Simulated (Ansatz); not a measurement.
**AlSiH4O (SMILES [AlH][O][SiH3]) at UB3LYP/6-31G(d) (spherical functions)**

What is the electronic atomisation energy of AlSiH4O at UB3LYP/6-31G* (spherical functions)? 

The results are computed with Ansatz 0.2.0.

63 further runs of the same task are left out: 63 set aside as unsound or not needed.

## (1) The molecule

The species is AlSiH4O (7 atoms), meant as a doublet with charge 0. SMILES: `[AlH][O][SiH3]`. Geometry: relaxed at PBE0-D4/def2-TZVP. This is one conformer, not always the lowest.

Bond lengths: Al1–O2 1.689 Å, O2–Si3 1.627 Å, Al1–H4 1.609 Å, Si3–H5 1.487 Å, Si3–H6 1.487 Å, Si3–H7 1.488 Å. Angles: Al1–O2–Si3 169.6°, O2–Al1–H4 116.0°, O2–Si3–H5 110.0°, O2–Si3–H6 110.2°, O2–Si3–H7 110.3°, H5–Si3–H6 108.8°, H5–Si3–H7 108.7°, H6–Si3–H7 108.8°.

## (2) A single-point energy at UB3LYP/6-31G(d) (spherical functions)

run.yaml

```yaml
crystal:
  periodic: [false, false, false]
  atoms:
    - {symbol: Al, position_ang: [-1.643700, -1.503700, -0.201100]}
    - {symbol: O, position_ang: [-0.403000, -0.368600, -0.047300]}
    - {symbol: Si, position_ang: [0.870900, 0.567400, 0.335800]}
    - {symbol: H, position_ang: [-2.580100, -1.352800, -1.500200]}
    - {symbol: H, position_ang: [1.204400, 1.463600, -0.802700]}
    - {symbol: H, position_ang: [0.554900, 1.401200, 1.526200]}
    - {symbol: H, position_ang: [2.057800, -0.275200, 0.643500]}
basis:
  gaussian:
    orbitals: 6-31G_st_-spherical.json
magnetization:
  spin_polarized: true
  initial_magnetization: 1
hamiltonian:
  xc: {name: B3LYP}
accuracy: high
output: {orbitals: {seedname: orbitals}}
```

The basis set 6-31G* is read from a file made from the Basis Set Exchange's data (not shown).

The run is started by

```bash
$ ansatz run run.yaml --threads 1 --pin off --max-ram 3480MiB --events-out events.jsonl --progress --plain --runs-dir runs
```

Log:

```text
Warning: RAYON_NUM_THREADS=1 ignored (pool sized by the plan → 1); use --threads N
Functional definition: B3LYP
  name "B3LYP"
  parameter a0 = 0.2
  parameter ax = 0.72
  parameter ac = 0.81
  exchange = (1 - a0 - ax)*slater_x + ax*b88_x + a0*exact_x
  correlation = (1 - ac)*vwn_rpa_c + ac*lyp_c
1235 factors; integrals over basis functions are off by at most 3.5e-9 eV
mean field evaluation 1: about -16581.3825 eV, gradient 4.1e1 eV
mean field evaluation 2: about -16535.7510 eV, gradient 1.0e2 eV
mean field evaluation 4: about -16587.5565 eV, gradient 2.0e0 eV
mean field evaluation 8: about -16587.7045 eV, gradient 7.0e-2 eV
mean field evaluation 16: about -16587.7045 eV, gradient 1.4e-4 eV
mean field -16587.70452643 eV, -609.5868977964 hartree, gradient 4.5e-8 eV, S^2 0.752845; 0 other end points of the search recorded, 0 dependent functions left out
reference -16587.70456715 eV, -609.5868992927 hartree; 20, 19 occupied and 38, 39 virtual orbitals, 1235 factors
Total energy: -16587.70456715 eV, -609.5868992927 hartree
```

Run time: 8.7 s. Hardware: 1 thread of Arm Neoverse V1, shared host; peak memory 0.25 GiB.

## (3) The Al atom, same level

molecule.yaml

```yaml
crystal:
  periodic: [false, false, false]
  atoms:
    - {symbol: Al, position_ang: [0.000000, 0.000000, 0.000000]}
basis:
  gaussian:
    orbitals: 6-31G_st_-spherical.json
hamiltonian:
  xc: {name: B3LYP}
accuracy: high
magnetization:
  spin_polarized: true
  initial_magnetization: 1
```

The basis set 6-31G* is read from a file made from the Basis Set Exchange's data (not shown).

Run the same way, it converges to -242.36652 Eh (log not shown).

## (4) The H atom

input.yaml

```yaml
crystal:
  periodic: [false, false, false]
  atoms:
    - {symbol: H, position_ang: [0.000000, 0.000000, 0.000000]}
basis:
  gaussian:
    orbitals: "6-31G*"
magnetization:
  spin_polarized: true
  initial_magnetization: 1
hamiltonian:
  xc: {name: B3LYP}
accuracy: high
```

Run the same way, it converges to -0.50027 Eh (log not shown).

## (5) The O atom

run.yaml

```yaml
crystal:
  periodic: [false, false, false]
  atoms:
    - symbol: O
      position_ang: [0.000000, 0.000000, 0.000000]
basis:
  gaussian: {orbitals: 6-31G_st_-spherical.json}
magnetization: {spin_polarized: true, initial_magnetization: 2}
hamiltonian: {xc: {name: B3LYP}}
accuracy: high
```

The basis set 6-31G* is read from a file made from the Basis Set Exchange's data (not shown).

Run the same way, it converges to -75.05940 Eh (log not shown).

## (6) The Si atom at the same level

job.yaml

```yaml
crystal:
  periodic: [false, false, false]
  atoms:
    - symbol: Si
      position_ang: [0.000000, 0.000000, 0.000000]
basis:
  gaussian: {orbitals: 6-31G_st_-spherical.json}
magnetization: {spin_polarized: true, initial_magnetization: 2}
hamiltonian: {xc: {name: B3LYP}}
accuracy: high
```

The basis set 6-31G* is read from a file made from the Basis Set Exchange's data (not shown).

The run is started by

```bash
$ ansatz run job.yaml --threads 1 --pin off --max-ram 3480MiB --events-out events.jsonl --progress --plain --runs-dir runs
```

Log (excerpt; [...] marks lines left out):

```text
Warning: RAYON_NUM_THREADS=1 ignored (pool sized by the plan → 1); use --threads N
[... 7 set-up lines as earlier in the session ...]
141 factors; integrals over basis functions are off by at most 2.6e-9 eV
mean field evaluation 1: about -7874.0967 eV, gradient 2.2e0 eV
mean field evaluation 2: about -7874.1484 eV, gradient 6.3e-1 eV
mean field evaluation 4: about -7874.1531 eV, gradient 1.2e-1 eV
mean field evaluation 8: about -7874.1532 eV, gradient 7.3e-5 eV
mean field evaluation 16: about -7874.1532 eV, gradient 4.4e-2 eV
mean field -7874.15323606 eV, -289.3697941324 hartree, gradient 3.7e-8 eV, S^2 2.001919; 1 other end points of the search recorded, 0 dependent functions left out
reference -7874.15325710 eV, -289.3697949057 hartree; 8, 6 occupied and 10, 12 virtual orbitals, 141 factors
Total energy: -7874.15325710 eV, -289.3697949057 hartree
```

It took 1 s on 1 thread of Arm Neoverse V1, shared host.

## (7) Results

Level: UB3LYP/6-31G* (spherical functions).

```
                                    quantity          value
                      molecule: total energy  -609.58690 Eh
molecule: HOMO energy (highest over α and β)       -5.41 eV
 molecule: LUMO energy (lowest over α and β)       -2.62 eV
                              molecule: ⟨S²⟩          0.753
                       Al atom: total energy  -242.36652 Eh
                               Al atom: ⟨S²⟩          0.752
                        H atom: total energy    -0.50027 Eh
                                H atom: ⟨S²⟩          0.750
                        O atom: total energy   -75.05940 Eh
                                O atom: ⟨S²⟩          2.002
                       Si atom: total energy  -289.36979 Eh
                               Si atom: ⟨S²⟩          2.002
               electronic atomisation energy      21.499 eV
```

Taking the molecule apart into free atoms costs 21.50 eV (2074 kJ/mol), before zero-point energy and without spin-orbit coupling.
